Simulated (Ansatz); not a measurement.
# Cs2Li: the cost of one run

Program: Ansatz 0.2.0. Level of theory: DFT PBE, scalar-relativistic, plane waves, PAW. These are calculated values, not measurements.

## (1) The starting structure

The structure is cubic, space group Fm-3m (No. 225). The conventional cell has a = 7.880 Å, b = 7.880 Å, c = 7.880 Å, α = 90.00°, β = 90.00°, γ = 90.00°. Cs (site symmetry -43m) is surrounded by 4 Li at 3.41 Å. Li (site symmetry m-3m) is surrounded by 8 Cs at 3.41 Å.

As a file:

```cif
data_structure
_symmetry_space_group_name_H-M 'P 1'
_symmetry_Int_Tables_number 1
_cell_length_a 5.5723
_cell_length_b 5.5723
_cell_length_c 5.5723
_cell_angle_alpha 60.000
_cell_angle_beta 60.000
_cell_angle_gamma 60.000
_cell_volume 122.34
loop_
_atom_site_label
_atom_site_type_symbol
_atom_site_fract_x
_atom_site_fract_y
_atom_site_fract_z
_atom_site_occupancy
Cs1 Cs 0.25000 0.25000 0.25000 1
Cs2 Cs 0.75000 0.75000 0.75000 1
Li1 Li 0.00000 0.00000 0.00000 1
```

Recipe of the guess: random cell by space group and Wyckoff sites (Fm-3m, No. 225). Lengths come from tabulated atomic sizes and are only a guess.

## (2) A first look at the guess

input.yaml reads:

```yaml
crystal:
  lattice:
    - [0.0, 3.94020021, 3.94020021]
    - [3.94020021, 0.0, 3.94020021]
    - [3.94020021, 3.94020021, 0.0]
  atoms:
    - { symbol: Cs, position: [0.25, 0.25, 0.25] }
    - { symbol: Cs, position: [0.75, 0.75, 0.75] }
    - { symbol: Li, position: [0.0, 0.0, 0.0] }
basis:
  ecutwfc: 420
kpoints:
  mp_grid: { grid: [4, 4, 4] }
hamiltonian:
  xc: pbe
scf:
  occupations: { method: gaussian, width: 0.1 }
  lower_state_search: "off"
output:
  forces: true
  stress: true
  eigenvalues: true
```

The run is started by

```console
> ansatz run input.yaml --threads 1 --pin off --max-ram 2048MiB --backend cpu --events-out ev --progress --plain --runs-dir out
```

**Question.** How long does this run take on 1 thread of Arm Neoverse V2, shared host, and how much memory does it need?

About 1.1 s, with a peak of 0.34 GiB.
